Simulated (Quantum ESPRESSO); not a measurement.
A calculation with Quantum ESPRESSO 7.5 of NaCuSe2 (native input, structure typed inline):

File pw.in:

```
&CONTROL
  calculation = 'scf'
  prefix = 'pwscf'
  outdir = './tmp'
  pseudo_dir = './pseudo'
  tprnfor = .true.
  tstress = .true.
  disk_io = 'nowf'
/
&SYSTEM
  ibrav = 0
  nat = 8
  ntyp = 3
  ecutwfc = 55
  ecutrho = 440
  nbnd = 43
  occupations = 'smearing'
  smearing = 'fd'
  degauss = 0.00367493
/
&ELECTRONS
  conv_thr = 1.6d-09
  electron_maxstep = 120
  mixing_beta = 0.5
/
ATOMIC_SPECIES
Na    22.9898 na_pbe_v1.5.uspp.F.UPF
Cu    63.5460 Cu.paw.z_11.ld1.psl.v1.0.0-low.upf
Se    78.9710 Se_pbe_v1.uspp.F.UPF
CELL_PARAMETERS angstrom
  -3.8655831300    3.8655831300    3.0069873200
   3.8655831300   -3.8655831300    3.0069873200
   3.8655831300    3.8655831300   -3.0069873200
ATOMIC_POSITIONS crystal
Na     0.7500000000    0.2500000000    0.5000000000
Na     0.2500000000    0.7500000000    0.5000000000
Cu     0.2500000000    0.2500000000    0.0000000000
Cu     0.7500000000    0.7500000000    0.0000000000
Se     0.6667000100    0.1667000100    0.8334000100
Se     0.1667000100    0.3332999900    0.5000000000
Se     0.3332999900    0.8332999900    0.1665999900
Se     0.8332999900    0.6667000100    0.5000000000
K_POINTS automatic
6 6 6 0 0 0
```

Potentials or basis: SSSP 1.3 efficiency PBE.

Launch:

```console
$ OMP_NUM_THREADS=1 pw.x -in pw.in > pw.out
```

The cell was built by a generator and needn't be a form met in nature.

Task: Write the same calculation in another form: ASE script, structure typed inline.

Result: As run:

File run.py:

```python
import numpy as np
from ase.calculators.espresso import Espresso, EspressoProfile
from ase import Atoms

atoms = Atoms(['Na', 'Na', 'Cu', 'Cu', 'Se', 'Se', 'Se', 'Se'],
              cell=[[-3.86558313, 3.86558313, 3.00698732], [3.86558313, -3.86558313, 3.00698732], [3.86558313, 3.86558313, -3.00698732]],
              scaled_positions=[[0.75, 0.25, 0.5], [0.25, 0.75, 0.5], [0.25, 0.25, 0.0], [0.75, 0.75, 0.0], [0.66670001, 0.16670001, 0.83340001], [0.16670001, 0.33329999, 0.5], [0.33329999, 0.83329999, 0.16659999], [0.83329999, 0.66670001, 0.5]],
              pbc=True)

input_data = {
    'control': {'calculation': 'scf', 'prefix': 'pwscf', 'outdir': './tmp', 'tprnfor': True, 'tstress': True, 'disk_io': 'nowf'},
    'system': {'ecutwfc': 55.0, 'ecutrho': 440.0, 'nbnd': 43, 'occupations': 'smearing', 'smearing': 'fd', 'degauss': 0.00367493},
    'electrons': {'conv_thr': 1.6e-09, 'electron_maxstep': 120, 'mixing_beta': 0.5},
}
pseudopotentials = {'Se': 'Se_pbe_v1.uspp.F.UPF', 'Na': 'na_pbe_v1.5.uspp.F.UPF', 'Cu': 'Cu.paw.z_11.ld1.psl.v1.0.0-low.upf'}
profile = EspressoProfile(command='pw.x', pseudo_dir='pseudo')
dft = Espresso(profile=profile, input_data=input_data, pseudopotentials=pseudopotentials, kpts=(6, 6, 6), koffset=(0, 0, 0))
atoms.calc = dft

print(f'energy {atoms.get_potential_energy():.8f} eV')
print('forces (eV/A)')
print(np.round(atoms.get_forces(), 6))
print('stress (eV/A^3, Voigt)')
print(np.round(atoms.get_stress(), 8))
print(f'Fermi level {dft.get_fermi_level():.4f} eV')
```

Potentials or basis: SSSP 1.3 efficiency PBE.

Run with:

```console
$ OMP_NUM_THREADS=1 python run.py
```

Both were run:

|  | native input, structure typed inline | ASE script, structure typed inline |
| --- | --- | --- |
| Pressure | 6.2 GPa | 6.2 GPa |
| Largest force | 4.265 eV/Å | 4.265 eV/Å |
| Band gap on the k mesh | none (metal or under the smearing width) | none (metal or under the smearing width) |

Keys that steer only the numerical path or the files written may differ.

Caveat: the run has no spin polarisation, though such a crystal can be magnetic; forces of over 1 eV/Å show positions far from the minimum, so gaps and moduli don't describe the material at rest.
